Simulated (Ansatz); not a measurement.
# Ge3Pd (Pm-3m) in Ansatz: further runs

Aim: see how the results for Ge3Pd move with the level of theory and the settings. Levels: HSE06, PBE0. Tasks: relaxation of cell and atoms, single point.

Everything below comes from runs of Ansatz 0.2.0. Logs are shortened: lines on timing, memory, paths and dates and some standing lists are left out, and cuts for length are marked.

### Step 1. The structure

It takes space group Pm-3m (No. 221, cubic). Conventional cell: a = 4.142 Å, b = 4.142 Å, c = 4.142 Å, α = 90.00°, β = 90.00°, γ = 90.00°. Around Pd (site symmetry m-3m) lie 12 Ge at 2.93 Å. Around Ge (site symmetry 4/mmm) lie 4 Pd at 2.93 Å and 8 Ge at 2.93 Å.

The cell comes from a database or a generator and needn't be the stable form of this composition.

### Step 2. Relaxation of cell and atoms, HSE06

Input file input:

```
crystal:
  lattice:
    - [4.142023, 0.0, 0.0]
    - [0.0, 4.142023, 0.0]
    - [0.0, 0.0, 4.142023]
  atoms:
    - { symbol: Pd, position: [0.0, 0.0, 0.0] }
    - { symbol: Ge, position: [0.5, 0.5, 0.0] }
    - { symbol: Ge, position: [0.5, 0.0, 0.5] }
    - { symbol: Ge, position: [0.0, 0.5, 0.5] }
hamiltonian:
  xc: hse06
  pseudopotentials: { kind: paw }
kpoints:
  mp_grid: { grid: [4, 4, 4] }
scf:
  occupations: { method: fermi_dirac, width: 0.05 }
output:
  forces: true
  stress: true
  eigenvalues: true
  write_density: true
  write_potential: true
  elf: true
  volumetric_format: npy
relax:
  f_tol: 0.01
  max_steps: 40
  cell: { stress_tol: 0.05 }
```

Potentials or basis: Ansatz PAW.

Output:

```text
GPUs: using 1 of 1 available (devices: 1).
Engine: ansatz 0.2.0, x86_64-unknown-linux-gnu
Pseudopotentials: kind: paw
Pseudopotential: Pd, paw, valence charge 18, recommended cutoff 420 eV (normal), Pd.paw.azcp
Pseudopotential: Ge, paw, valence charge 14, recommended cutoff 420 eV (normal), Ge.paw.azcp
Functional definition: HSE06
  parameter a = 0.25
  parameter omega = 0.11/bohr
  exchange = pbe_x - a*pbe_x_sr(omega) + a*exact_x_sr(omega)
  correlation = pbe_c
device memory: the entry about to start is reckoned to put 0.8 GiB on a device that reports 64.9 GiB free (of which the cap on the GPU budget leaves the run 18.0 GiB)
GPU FFT provider: cuFFT
GPU libraries: cuBLAS 13.8.2, cuFFT 12.4.0, cuSOLVER 12.3.4
Crystal: 4 atoms, lattice volume = 71.062 Å³
Basis set: ecut = 420 eV, 1357 PW (Γ), exchange–correlation on 60×60×60 points (8 copies of the dense FFT grid, shifted against one another)
Bands: 36, of which v1, the nominal top of the filled ones, is band 30 counted from 1 (29 counted from 0)
Symmetry: 48 space group operations
Space group: Pm-3m (ITA 221), of the structure as read, at distance tolerance 4.1e-5 Å
k-points: 10 of 64
Non-local potential: Pd, projectors of the file, l = 0: 2, l = 1: 2, l = 2: 2, l = 3: 1
Non-local potential: Ge, projectors of the file, l = 0: 2, l = 1: 2, l = 2: 3, l = 3: 1
PAW form: soft (Blöchl's): semilocal exchange-correlation on the pseudo side does not see the compensation charge
PAW frozen core: Pd, regenerated for the run's functional, and the local potential with it (the file was generated under x = pbe(κ = 0.804, μ = 0.2195149727645171), c = pbe(β = 0.06672455060314922))
PAW frozen core: Ge, regenerated for the run's functional, and the local potential with it (the file was generated under x = pbe(κ = 0.804, μ = 0.2195149727645171), c = pbe(β = 0.06672455060314922))
PAW one-centre angular grid: Pd, 590 points (default); XC on 64 Gauss nodes
PAW one-centre angular grid: Ge, 590 points (default); XC on 64 Gauss nodes
Initial density: superposition of atomic densities (neutral atoms: chi_scale 0, normalization atom), corrected by the library's trained network
Initial wavefunctions: pseudopotential atomic-orbital guess
GPU buffer pool allocated for 27000 grid points (all kernels)
GPU transforms: local potential and band sums: pruned to the plane-wave sphere, on 27×27×27
Functional: x = pbe(κ = 0.804, μ = 0.2195149727645171), c = pbe(β = 0.06672455060314922), warm-up for x = pbe(κ = 0.804, μ = 0.2195149727645171) + 0.25 (exact − pbe) at short range (hse, ω = 0.20786987370883472 Å⁻¹), c = pbe(β = 0.06672455060314922); HSE06 as pw.x's `hse` composes it (authors' and Libxc's form: `xc: wpbeh`)
SCF iter   1: F=—  HF=-19857.404123 eV  |F-HF|=—  |Δ(HF+E_count)|=         —  Δρ=2.05e-3  dr2=1.78e-3  ethr=1.77e-3  ⟨swp⟩=6.6  Hψ=1365  notcnv=0
preconditioner: auto → Kerker (q_TF=auto, 2.652 Å⁻¹)  [metal: Δε(μ)=0.089 eV  Ē_g=19.326 eV  σ=0.050 eV  W_gap=0.40  n_scr=26 (ndim 8)  ℏωp=31.8 eV  f_vac=0.000  D(μ)=3.32/eV (n_scr^D=26)]
SCF iter   2: F=—  HF=-19857.404715 eV  |F-HF|=—  |Δ(HF+E_count)|=   5.91e-4  Δρ=1.28e-3  dr2=9.42e-4  ethr=2.97e-6  ⟨swp⟩=3.0  Hψ=900  notcnv=0
iter 3 solved again at ethr=1.30e-7 eV; its pass at ethr=1.57e-6 eV (dr2=7.78e-5 eV) is discarded
SCF iter   3: F=—  HF=-19857.404808 eV  |F-HF|=—  |Δ(HF+E_count)|=   9.35e-5  Δρ=2.90e-4  dr2=7.56e-5  ethr=1.30e-7  ⟨swp⟩=2.4  Hψ=1341  notcnv=0
SCF iter   4: F=—  HF=-19857.404781 eV  |F-HF|=—  |Δ(HF+E_count)|=   2.75e-5  Δρ=1.56e-4  dr2=1.34e-5  ethr=1.26e-7  ⟨swp⟩=3.0  Hψ=842  notcnv=0
SCF iter   5: F=—  HF=-19857.404783 eV  |F-HF|=—  |Δ(HF+E_count)|=   2.60e-6  Δρ=2.30e-5  dr2=4.91e-7  ethr=2.23e-8  ⟨swp⟩=3.1  Hψ=742  notcnv=0
SCF iter   6: F=—  HF=-19857.404783 eV  |F-HF|=—  |Δ(HF+E_count)|=   7.58e-8  Δρ=7.85e-6  dr2=4.43e-8  ethr=8.19e-10  ⟨swp⟩=3.1  Hψ=879  notcnv=0
SCF iter   7: F=—  HF=-19857.404783 eV  |F-HF|=—  |Δ(HF+E_count)|=   2.40e-9  Δρ=2.62e-6  dr2=5.25e-9  ethr=7.39e-11  ⟨swp⟩=3.0  Hψ=811  notcnv=0
SCF iter   8: F=—  HF=-19857.404783 eV  |F-HF|=—  |Δ(HF+E_count)|=  2.51e-10  Δρ=8.33e-7  dr2=5.00e-10  ethr=8.76e-12  ⟨swp⟩=3.0  Hψ=760  notcnv=0
[... 235 lines left out ...]
SCF iter   6: F=-19862.209692 eV  HF=-19862.209692 eV  |F-HF|=1.38e-10  |Δ(HF+E_count)|=   1.10e-9  Δρ=8.68e-7  dr2=1.32e-9  ethr=1.14e-12 (applied; sched 1.00e-12)  ⟨swp⟩=2.0  Hψ=1585  notcnv=0
SCF 15 stopped early in 6 iterations: F = -19862.209692 eV  dr2 = 1.32e-9
hybrid outer 1: dexx = +4.353e-6 eV, tail = 1.53e-8 eV
GPU FFT provider: cuFFT
GPU libraries: cuBLAS 13.8.2, cuFFT 12.4.0, cuSOLVER 12.3.4
GPU buffer pool allocated for 27000 grid points (all kernels)
GPU transforms: local potential and band sums: pruned to the plane-wave sphere, on 27×27×27
Exchange kernel: α = 0.2500, screened, ω = 0.2079 Å⁻¹, Wigner–Seitz truncation, v(0) = 1036.8389 eV·Å³, q-mesh 4×4×4, nearest image of the exchange supercell L = 16.39 Å, pair-density grid 20×20×20, without the augmentation charges, whose exchange is taken in its separable form by FFT convolution over the k-point mesh (sized by the pseudopotential files, 30×30×30 at the most), smooth part of the exact exchange by density-matrix convolution in up to 2.21 GiB of GPU memory as planned if the GPU has room (build and FFT work areas not counted)
Frozen-core exchange: fock
SCF iter   1: F=—  HF=-19862.209692 eV  |F-HF|=—  |Δ(HF+E_count)|=         —  Δρ=2.87e-6  dr2=5.33e-9  ethr=1.28e-10  ⟨swp⟩=10.2  Hψ=1144  notcnv=0
SCF iter   2: F=—  HF=-19862.209692 eV  |F-HF|=—  |Δ(HF+E_count)|=   1.26e-9  Δρ=4.12e-7  dr2=8.16e-11  ethr=8.84e-12  ⟨swp⟩=3.0  Hψ=882  notcnv=0
SCF iter   3: F=-19862.209692 eV  HF=-19862.209692 eV  |F-HF|=1.09e-11  |Δ(HF+E_count)|=  3.64e-12  Δρ=6.94e-8  dr2=3.29e-11  ethr=1.14e-12 (applied; sched 1.00e-12)  ⟨swp⟩=2.0  Hψ=665  notcnv=0
SCF 16 converged in 3 iterations: F = -19862.209692 eV  dr2 = 3.29e-11
  Residual-converged pass: ⟨swp⟩=3.0  Hψ=897  notcnv=0  max |occ|·‖R‖ = 1.1e-7 eV (tolerance 1.3e-7 eV)  dr2=3.31e-11  dr2_onsite=1.42e-11  max |Δocc| = 2.0e-13
hybrid outer 2: dexx = +2.656e-10 eV, tail = 1.13e-10 eV, Δε = 4.23e-5 eV (about 4.20e-6 eV left of the loop's levels)
relax step   5: F+E_penalty+E_count = -19862.20969225 eV  Δ(F+E_penalty+E_count) = +1.452e-3 eV  max|allowed force component| = 1.532e-29 eV/Å  Δτ_max = 0.0000 Å  P = +0.002 GPa  Ω = 68.754 Å³  stress off target by 2.48e-3 GPa  SCF on the basis re-selected at this cell (its energy is not comparable with the rows above)  (9 SCF iters)
basis re-selected at this cell: Δ(F+E_penalty+E_count) = +1.452e-3 eV, ΔP = +0.015 GPa vs the last step (what re-selecting the basis moved, of the pressure what is left beyond the Pulay correction that the steps carried, after the strain that the cell walked since its last selection, with what the two solves' SCF thresholds leave and, on support functions, any second-order correction that the steps lacked; it is no measure of the basis error at this ecutwfc). This SCF's stress stands 2.48e-3 GPa from its target on what of the cell is left free (relax.cell.stress_tol is 5.00e-2 GPa) and its largest allowed force component is 1.53e-29 eV/Å (relax.f_tol is 1.00e-2 eV/Å): within both
hybrid SCF converged: 2 outer / 9 inner (+0 warm-up), last move |dexx| = 2.66e-10 eV, tail = 1.13e-10 eV
Stability not checked: this state was not tested for a lower state beside it, because the functional holds exact exchange (a hybrid, or Hartree-Fock), whose exchange loop this test does not read (fock_operator; see scf.lower_state_search)
Free energy (F): -19862.209692 eV
Frozen-core exchange: fock
Harris-Foulkes:  -19862.209692 eV  (|F-HF|=1.09e-11)
Internal energy: -19862.191724 eV  (E = F + TS)
E sigma→0 (E₀):  -19862.200708 eV
Entropy (-TS):   -0.017968 eV (-4.492 meV/atom)
Fermi energy:    13.521443 eV
--- Per-component energies (eV) ---
  E_band       = -642.079793
  E_kinetic    = 846.634895
  E_local      = -8215.571476  (includes V_loc(G=0)·N_el)
  E_nonlocal   = 1467.186979
  E_hartree    = 3543.477933
  E_xc         = -318.773465
  E_vxc        = -324.884167  (∫ρ·V_xc dr)
  E_exx        = -233.896127  (= α·E_x^exact, valence–valence)
  E_paw        = -9650.050664  (= ΣΔE_a)
  E_vpaw       = -1034.610213  (= ΣTr[D̂ρ^β])
  E_aug_tail   = 0.000678  (compensation charges beyond the density's cutoff)
  E_ewald      = -7299.548419
  E_core_change = -1.652060  (= ΣΔE_core)
  E_smearing   = -0.017968  (= −TS)
  E_closure    = -0.000000  (closes the sum)
  Σ components = -19862.209692   (vs F -19862.209692, Δ=0.00e0)
--- Forces (eV/Å), atoms counted from 1 ---
  atom   1  Pd    -0.00000000    -0.00000000    -0.00000000
  atom   2  Ge     0.00000000     0.00000000     0.00000000
  atom   3  Ge     0.00000000     0.00000000     0.00000000
  atom   4  Ge     0.00000000     0.00000000     0.00000000
  max |Σ_I F_I| component: 8.68e-30 eV/Å
--- Stress (GPa, compression-positive) ---
        0.002485      -0.000000       0.000000
        0.000000       0.002485      -0.000000
        0.000000      -0.000000       0.002485
  P = ⅓ Tr σ = 0.0025 GPa (0.025 kbar)
--- Band table (eV; the first three rows and the last of 10) ---
  k-point 0: bands = ["-75.3178", "-39.7547", "-39.7547", "-39.7547", "-14.7119", "-14.7119", "-14.7119", "-14.6924", "-14.6543", "-14.6543", "-14.6083", "-14.6083", "-14.6083", "-14.5701", "-14.5701", "-14.5461", "-14.5264", "-14.5264", "-14.5264", "-0.9420", "6.7279", "6.7279", "9.4392", "9.4392", "9.4392", "9.9570", "9.9570", "9.9570", "11.5902", "11.5902", "14.7244", "17.0738", "17.0738", "17.0738", "20.0647", "20.0647"]
  k-point 1: bands = ["-75.3178", "-39.7551", "-39.7547", "-39.7547", "-14.7080", "-14.6870", "-14.6870", "-14.6759", "-14.6518", "-14.6399", "-14.6121", "-14.6082", "-14.6082", "-14.5838", "-14.5698", "-14.5586", "-14.5533", "-14.5533", "-14.5263", "-0.3499", "4.5095", "7.2219", "8.8321", "8.8321", "9.8277", "9.9824", "10.5397", "11.1114", "11.1114", "12.7745", "15.9988", "15.9988", "16.8284", "17.0692", "17.5707", "19.3691"]
  k-point 2: bands = ["-75.3178", "-39.7556", "-39.7547", "-39.7547", "-14.7037", "-14.6554", "-14.6440", "-14.6363", "-14.6363", "-14.6177", "-14.6176", "-14.6176", "-14.6162", "-14.6069", "-14.5966", "-14.5966", "-14.5793", "-14.5689", "-14.5263", "0.9162", "2.2375", "8.5397", "8.5397", "8.5564", "8.7092", "10.0082", "10.2752", "13.1669", "13.1669", "13.3476", "13.3476", "14.3861", "14.5218", "16.6930", "20.3620", "20.3620"]
  k-point 9: bands = ["-75.3179", "-39.7543", "-39.7543", "-39.7543", "-14.6676", "-14.6663", "-14.6663", "-14.6663", "-14.6605", "-14.6605", "-14.6605", "-14.5931", "-14.5931", "-14.5857", "-14.5857", "-14.5857", "-14.5415", "-14.5415", "-14.5415", "4.1979", "4.1979", "4.1979", "6.7206", "8.4660", "8.4660", "8.4660", "10.3481", "10.3481", "11.3489", "11.3489", "11.3489", "13.4839", "22.1775", "22.1775", "22.2692", "22.2692"]
--- Relaxed structure (4 steps of the walk, 4 accepted, 1 SCFs on fresh bases) ---
  F+E_penalty+E_count = -19862.20969225 eV   max|allowed force component| = 1.532e-29 eV/Å   (the final SCF, on the basis selected at the relaxed cell)
  cell:  # Å, volume = 68.7542 Å³
    - [4.096689401239282, -1.0723016200781016e-33, -3.851859888774472e-34]
    - [-8.79708625639378e-34, 4.096689401239282, 0.0]
    - [-3.851859888774472e-34, 0.0, 4.096689401239282]
  atoms:
    - { symbol: Pd, position: [-1.7920844461733304e-35, 4.843471476150374e-37, 4.601297902336549e-36] }
    - { symbol: Ge, position: [0.49999999999999994, 0.49999999999999994, -3.1482564594939184e-36] }
    - { symbol: Ge, position: [0.49999999999999994, 4.359124328531365e-36, 0.49999999999999994] }
    - { symbol: Ge, position: [-1.0171290099913845e-35, 0.49999999999999994, 0.49999999999999994] }
```

Wall time 53 s (1 × NVIDIA H100 80GB HBM3 with 2 threads of AMD EPYC 7R13 (Zen 3), shared host); peak memory 2.1 GiB.

What came out:

| Quantity | Value |
| --- | --- |
| Free energy | -19862.2097 eV |
| Relaxed volume | 17.19 Å³/atom |
| Relaxed cell | a = 4.097 Å, b = 4.097 Å, c = 4.097 Å, α = 90.00°, β = 90.00°, γ = 90.00° |
| Space group after relaxing (to 0.05 Å) | Pm-3m (No. 221) |
| Energy gained by relaxing | 4.8 meV/atom |
| Ionic steps | 5 |
| Pressure after relaxing | 0.0 GPa |
| Band gap on the k mesh | none (metal or under the smearing width) |

Step by step:
```tsv
step	energy change (eV)	largest force (eV/Å)	volume (Å³)
1	0.0000	0.0000	71.06
2	-0.0081	0.0000	67.00
3	-0.0203	0.0000	68.97
4	-0.0206	0.0000	68.75
5	-0.0192	0.0000	68.75
```

Final structure:
```
CELL_PARAMETERS angstrom
4.09669 0.00000 0.00000
0.00000 4.09669 0.00000
0.00000 0.00000 4.09669
ATOMIC_POSITIONS crystal
Pd 0.00000 0.00000 0.00000
Ge 0.50000 0.50000 0.00000
Ge 0.50000 0.00000 0.50000
Ge 0.00000 0.50000 0.50000
```

Levels at points of the mesh, in eV from the Fermi level:
```
              k point  band 27  band 28  band 29  band 30  band 31  band 32  band 33  band 34
   (0.00, 0.00, 0.00)    -3.56    -3.56    -1.93    -1.93     1.20     3.55     3.55     3.55
  (0.00, 0.00, -0.50)    -3.25    -0.35    -0.35    -0.17    -0.17     0.86     1.00     3.17
 (0.00, -0.50, -0.50)    -2.81    -2.79     0.07     0.08     1.32     1.32     2.83     2.83
(-0.50, -0.50, -0.50)    -3.17    -3.17    -2.17    -2.17    -2.17    -0.04     8.66     8.66
```

Caveat: the k mesh is coarse (spacing up to 0.38 Å⁻¹), so the values aren't converged, least of all with exact exchange; the plane-wave basis is chosen anew once the cell has moved, so the energies of steps on either side of that aren't comparable; the PAW data sets come from PBE, with cores solved anew for the run's functional, which leaves a small shift of forces and pressure.

### Step 3. Single point, PBE0

Edit input of step 2 so:

```diff
@@ -11,3 +11,3 @@
 hamiltonian:
-  xc: hse06
+  xc: pbe0
   pseudopotentials: { kind: paw }
@@ -21,9 +21 @@
   eigenvalues: true
-  write_density: true
-  write_potential: true
-  elf: true
-  volumetric_format: npy
-relax:
-  f_tol: 0.01
-  max_steps: 40
-  cell: { stress_tol: 0.05 }
```

Potentials or basis: Ansatz PAW.

Run time: 18 s. Hardware: 1 × NVIDIA H100 80GB HBM3 with 2 threads of AMD EPYC 7R13 (Zen 3), shared host; peak memory 2.1 GiB.

The run converged. Its results:

- Free energy: -19861.4860 eV
- Pressure: -2.6 GPa
- Band gap on the k mesh: none (metal or under the smearing width)

Levels at points of the mesh, in eV from the Fermi level:
| k point | band 26 | band 27 | band 28 | band 29 | band 30 | band 31 | band 32 | band 33 | band 34 | band 35 |
| --- | --- | --- | --- | --- | --- | --- | --- | --- | --- | --- |
| (0.00, 0.00, 0.00) | -3.71 | -3.71 | -3.71 | -2.23 | -2.23 | 1.65 | 3.98 | 3.98 | 3.98 | 6.92 |
| (0.00, 0.00, -0.50) | -3.65 | -3.41 | -0.38 | -0.38 | -0.30 | -0.30 | 1.10 | 1.41 | 3.56 | 7.17 |
| (0.00, -0.50, -0.50) | -3.44 | -2.98 | -2.95 | -0.21 | 0.50 | 1.66 | 1.66 | 3.19 | 3.19 | 6.22 |
| (-0.50, -0.50, -0.50) | -5.15 | -3.35 | -3.35 | -2.42 | -2.42 | -2.42 | 0.49 | 8.93 | 8.93 | 9.01 |

Caveat: the k mesh is coarse (spacing up to 0.38 Å⁻¹), so the values aren't converged, least of all with exact exchange; the PAW data sets come from PBE, with cores solved anew for the run's functional, which leaves a small shift of forces and pressure; the thresholds are loose for stress.

### Step 4. Relaxation of cell and atoms, PBE0

Edit input of step 3 so:

```diff
@@ -21 +21,5 @@
   eigenvalues: true
+relax:
+  f_tol: 0.01
+  max_steps: 40
+  cell: { stress_tol: 0.05 }
```

It took 64 s on 1 × NVIDIA H100 80GB HBM3 with 2 threads of AMD EPYC 7R13 (Zen 3), shared host; peak memory 2.1 GiB.

The run converged. Its results:

```
Free energy                            : -19861.5184 eV
Relaxed volume                         : 17.14 Å³/atom
Relaxed cell                           : a = 4.093 Å, b = 4.093 Å, c = 4.093 Å, α = 90.00°, β = 90.00°, γ = 90.00°
Space group after relaxing (to 0.05 Å) : Pm-3m (No. 221)
Energy gained by relaxing              : 8.1 meV/atom
Ionic steps                            : 6
Pressure after relaxing                : 0.0 GPa
Band gap on the k mesh                 : none (metal or under the smearing width)
```

The path:
| step | energy change (eV) | largest force (eV/Å) | volume (Å³) |
| --- | --- | --- | --- |
| 1 | 0.0000 | 0.0000 | 71.06 |
| 2 | -0.0232 | 0.0000 | 67.02 |
| 3 | -0.0331 | 0.0000 | 68.94 |
| 4 | -0.0341 | 0.0000 | 68.52 |
| 5 | -0.0340 | 0.0000 | 68.56 |
| 6 | -0.0323 | 0.0000 | 68.56 |

Final structure:
```cif
data_structure
_symmetry_space_group_name_H-M 'P 1'
_symmetry_Int_Tables_number 1
_cell_length_a 4.0928
_cell_length_b 4.0928
_cell_length_c 4.0928
_cell_angle_alpha 90.000
_cell_angle_beta 90.000
_cell_angle_gamma 90.000
_cell_volume 68.56
loop_
_atom_site_label
_atom_site_type_symbol
_atom_site_fract_x
_atom_site_fract_y
_atom_site_fract_z
_atom_site_occupancy
Pd1 Pd 0.00000 0.00000 0.00000 1
Ge1 Ge 0.50000 0.50000 0.00000 1
Ge2 Ge 0.50000 0.00000 0.50000 1
Ge3 Ge 0.00000 0.50000 0.50000 1
```

Levels at points of the mesh, in eV from the Fermi level:
| k point | band 28 | band 29 | band 30 | band 31 | band 32 | band 33 |
| --- | --- | --- | --- | --- | --- | --- |
| (0.00, 0.00, 0.00) | -3.94 | -2.24 | -2.24 | 1.51 | 3.94 | 3.94 |
| (0.00, 0.00, -0.50) | -0.56 | -0.56 | -0.46 | -0.46 | 1.16 | 1.27 |
| (0.00, -0.50, -0.50) | -3.14 | 0.28 | 0.32 | 1.62 | 1.62 | 3.17 |
| (-0.50, -0.50, -0.50) | -3.54 | -2.53 | -2.53 | -2.53 | 0.33 | 9.12 |

Caveat: the k mesh is coarse (spacing up to 0.38 Å⁻¹), so the values aren't converged, least of all with exact exchange; the plane-wave basis is chosen anew once the cell has moved, so the energies of steps on either side of that aren't comparable; the PAW data sets come from PBE, with cores solved anew for the run's functional, which leaves a small shift of forces and pressure.

### Step 5. Summary

| task | level | cell | gap on the mesh (eV) | pressure (GPa) | relaxed volume (Å³/atom) |
| --- | --- | --- | --- | --- | --- |
| relaxation of cell and atoms | HSE06 | relaxed | none | 0.0 | 17.19 |
| single point | PBE0 | as given | none | -2.6 | - |
| relaxation of cell and atoms | PBE0 | relaxed | none | 0.0 | 17.14 |

Alike in all rows: potentials or basis Ansatz PAW; no spin polarisation; k mesh 4 × 4 × 4; cutoff (eV) 420; smearing fermi-dirac 0.05 eV; the mesh is coarse, so values aren't converged.

Caveats: all runs use coarse meshes; the PAW data sets come from PBE, with cores solved anew for the run's functional, which leaves a small shift of forces and pressure; the plane-wave basis is chosen anew once the cell has moved, so the energies of steps on either side of that aren't comparable (some runs); the thresholds are loose for stress (some runs).

Absolute energies hang on the potentials; compare differences alone.
